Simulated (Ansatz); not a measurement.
# C5H6AgNO: a ladder of functionals and wavefunction methods

One table from this session's results is given with a row withheld; the runs are named, their logs left out.

Program: Ansatz 0.2.0, Gaussian basis. Level of theory: functionals in def2-TZVPP, the program's frozen cores in correlated methods. These are calculated values, not measurements.

The runs, in order: LDA (SPW92), PBE-D4, revPBE-D4, BLYP-D4, r2SCAN-D4, B97M-V, PBE0-D4, B3LYP-D4, r2SCANh-D4, r2SCAN0-D4, HSE06-D4, BHLYP-D4, CAM-B3LYP-D4, LC-ωPBE, ωB97X-V, ωB97M-V, B2PLYP, PBE-QIDH; CCSD(T)/def2-SVP; CCSD(T)/def2-TZVPP; MP2/def2-QZVPP; extrapolation to the limit; RPA on PBE.

## Structure used throughout

All runs share one geometry, relaxed beforehand with PBE0-D4 in a triple-zeta def2 set. Ag takes the def2 core potential; no spin-orbit term is included.

SMILES `[OH][Ag-][n+]1ccccc1`, 14 atoms, charge 0, spin multiplicity 1.

Atoms are counted from 1 here; the program's logs count them from 0.

Bond lengths: O1–Ag2 1.977 Å, O1–H9 0.960 Å, Ag2–N3 2.106 Å, N3–C4 1.336 Å, N3–C8 1.336 Å, C4–C5 1.382 Å, C4–H10 1.083 Å, C5–C6 1.385 Å, C5–H11 1.082 Å, C6–C7 1.385 Å, C6–H12 1.084 Å, C7–C8 1.382 Å, C7–H13 1.082 Å, C8–H14 1.083 Å. Angles: Ag2–O1–H9 109.8°, O1–Ag2–N3 176.0°, Ag2–N3–C4 121.2°, Ag2–N3–C8 120.5°, C4–N3–C8 118.2°, N3–C4–C5 122.7°, N3–C4–H10 116.2°, C5–C4–H10 121.1°, C4–C5–C6 118.9°, C4–C5–H11 119.6°, C6–C5–H11 121.5°, C5–C6–C7 118.6°, C5–C6–H12 120.7°, C7–C6–H12 120.7°, C6–C7–C8 118.9°, C6–C7–H13 121.5°, C8–C7–H13 119.6°, N3–C8–C7 122.7° and more.

Set-up of the first run:

in.yaml reads:

```yaml
crystal:
  periodic: [false, false, false]
  atoms:
    - {symbol: O, position_ang: [-2.715892, -3.608126, 0.695169]}
    - {symbol: Ag, position_ang: [-1.566352, -2.019068, 0.444112]}
    - {symbol: N, position_ang: [-0.284081, -0.393418, 0.060861]}
    - {symbol: C, position_ang: [-0.236473, 0.659973, 0.881125]}
    - {symbol: C, position_ang: [0.594347, 1.742077, 0.659477]}
    - {symbol: C, position_ang: [1.413292, 1.738866, -0.457020]}
    - {symbol: C, position_ang: [1.366967, 0.648996, -1.309755]}
    - {symbol: C, position_ang: [0.507426, -0.392745, -1.015843]}
    - {symbol: H, position_ang: [-3.287224, -3.479530, 1.455443]}
    - {symbol: H, position_ang: [-0.890797, 0.625513, 1.743317]}
    - {symbol: H, position_ang: [0.592918, 2.569885, 1.356860]}
    - {symbol: H, position_ang: [2.076452, 2.571647, -0.659213]}
    - {symbol: H, position_ang: [1.986603, 0.597814, -2.195763]}
    - {symbol: H, position_ang: [0.442803, -1.261874, -1.658769]}
basis:
  gaussian: {orbitals: def2-TZVPP}
hamiltonian: {xc: lda}
output: {orbitals: {seedname: orbitals}}
```

Launch:

```sh
$ ansatz run in.yaml --threads 2 --pin off --events-out ev --progress --plain --max-ram 20480MiB --backend cuda --devices 0, --max-vram 18GiB
```

Steps of the session up to this table: LDA; PBE-D4 (GGA); revPBE-D4 (GGA); BLYP-D4 (GGA); r2SCAN-D4 (meta-GGA); B97M-V (meta-GGA); B3LYP-D4 (hybrid); r2SCANh-D4 (hybrid); r2SCAN0-D4 (hybrid); HSE06-D4 (hybrid); BHLYP-D4 (hybrid); CAM-B3LYP-D4 (range-separated); LC-ωPBE (range-separated); ωB97X-V (range-separated); ωB97M-V (range-separated); B2PLYP (double hybrid); PBE-QIDH (double hybrid).

One table of the session follows, with a row left open; its other results are not shown here.

It belongs to the step «Frontier levels by functional». 

```
  functional  HOMO (eV)  LUMO (eV)  gap (eV)
 LDA (SPW92)      -4.77      -3.11      1.66
      PBE-D4      -4.50      -2.85      1.65
   revPBE-D4      -4.40      -2.75      1.65
     BLYP-D4      -4.40      -2.70      1.71
   r2SCAN-D4      -4.69      -2.73      1.95
      B97M-V      -4.75      -2.66      2.08
     PBE0-D4      -5.79      -2.03      3.76
    B3LYP-D4      -5.60      -2.21      3.38
  r2SCANh-D4      -5.18      -2.43      2.75
  r2SCAN0-D4          ?          ?         ?
    HSE06-D4      -5.39      -2.40      2.99
    BHLYP-D4      -7.19      -1.01      6.18
CAM-B3LYP-D4      -7.21      -0.96      6.26
     LC-ωPBE      -8.44       0.04      8.49
     ωB97X-V      -8.16       0.06      8.22
     ωB97M-V      -8.16       0.01      8.17
```

Estimate the missing values for r2SCAN0-D4.

Worked estimate for «HOMO (eV)». Against the share of exact exchange, r2SCAN-D4 (0, -4.69), r2SCANh-D4 (0.1, -5.18) give a slope of -4.90 per unit share; at 0.25 the line stands at -5.91.

**Answer.** HOMO (eV): -5.98; LUMO (eV): -1.96; gap (eV): 4.02. In «HOMO (eV)» the line misses by +0.07.
